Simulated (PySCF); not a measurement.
**W(CH)F3: geometry, NMR shifts and electronic excitations**

What NMR shifts and electronic excitations should W(CH)F3 (`[CH]#[W]([F])([F])[F]`) show?

Programs: PySCF 2.14.0, with density-fitted response routines of our own. Each step states its level of theory. These are calculated values for one molecule in the gas phase, unless marked as measured. Atoms count from 0, in the outputs and in this text.

## (1) The molecule as given

6 atoms, charge 0, multiplicity 1; geometry from: GFN2-xTB.

Bonds of the start (Å): W0–C1 1.95, W0–F3 1.81, W0–F4 1.89, W0–F5 1.89, C1–H2 1.09.

## (2) Relaxing the molecule at PBE0-D3(BJ)/def2-SVP

The job: settings as JSON, then the geometry in Å.

```
{"job": {"xc": "PBE0", "basis": "def2-SVP", "d3": "d3bj", "grid": 1, "maxiter": 40, "kind": "geom"}, "charge": 0, "multiplicity": 1}
W      0.416520     0.004640    -0.261690
C     -0.241940    -0.028050     1.575360
H     -0.276120    -0.048010     2.661350
F      1.410120     0.032260    -1.770030
F     -0.654530     1.335950    -1.079000
F     -0.654050    -1.296790    -1.125990
```

**Question.** This job is followed by: GIAO PBE0/pcSseg-1 W:def2-TZVP NMR shielding, non-relativistic, gas phase; TDDFT wB97X-D/def2-SVPD, vertical, gas phase, core orbitals frozen in the response; GIAO KT2/pcSseg-1 W:def2-TZVP NMR shielding, non-relativistic, gas phase. Predict these results of the whole session: point group; rotational constants (main isotopes); 13C shifts against TMS (PBE0/def2-TZVP+pcSseg-1); 1H shifts against TMS (PBE0/def2-TZVP+pcSseg-1); 19F shifts against CFCl3 (PBE0/def2-TZVP+pcSseg-1, means over atoms taken as alike); lowest singlet (wB97X-D/def2-SVPD); brightest single state of those computed; lowest triplet; vertical ionisation energy (ΔSCF); range of the shift of C1.

**Answer**, as computed:

```
                                                                           quantity                        value
                                                                        point group                          C3v
                                               rotational constants (main isotopes)         3.40, 3.39, 2.70 GHz
                                   13C shifts against TMS (PBE0/def2-TZVP+pcSseg-1)                    288.8 ppm
                                    1H shifts against TMS (PBE0/def2-TZVP+pcSseg-1)                     5.04 ppm
19F shifts against CFCl3 (PBE0/def2-TZVP+pcSseg-1, means over atoms taken as alike)                     55.5 ppm
                                                 lowest singlet (wB97X-D/def2-SVPD)  3.74 eV (331 nm), f = 0.000
                                           brightest single state of those computed  state 5, 5.38 eV, f = 0.030
                                                                     lowest triplet                      3.29 eV
                                                  vertical ionisation energy (ΔSCF)                     10.35 eV
                                                           range of the shift of C1           247.6 to 288.8 ppm
```

What this shows: Relaxing lowered the energy by 3.604 eV in 13 steps; the close pair that moved most is W0–C1, from 1.952 to 1.732 Å. At PBE0/def2-TZVP+pcSseg-1: Shielding is most anisotropic at F3, F4, F5 (span 848 ppm, paramagnetic term -348 ppm). The lowest singlet, at 3.74 eV, is HOMO→LUMO 0.40, HOMO−1→LUMO+1 0.39 and is dark; of the 10 states computed, the strongest absorption comes from states 5 to 6 together at 5.38 eV. The lowest triplet lies 0.45 eV below the lowest singlet (triplets in Tamm-Dancoff, singlets in full TDDFT). Spin-orbit coupling, left out, mixes singlets and triplets in elements this heavy. ΔSCF puts the ionisation energy at 10.35 eV, 0.49 eV above −ε(HOMO). In ppm, C1 moves most: its shift spreads over 41.2 ppm, from 247.6 (KT2/def2-TZVP+pcSseg-1) to 288.8 (PBE0/def2-TZVP+pcSseg-1). Spin-orbit coupling is left out, which matters for shieldings and couplings at and beside the heavy atoms.
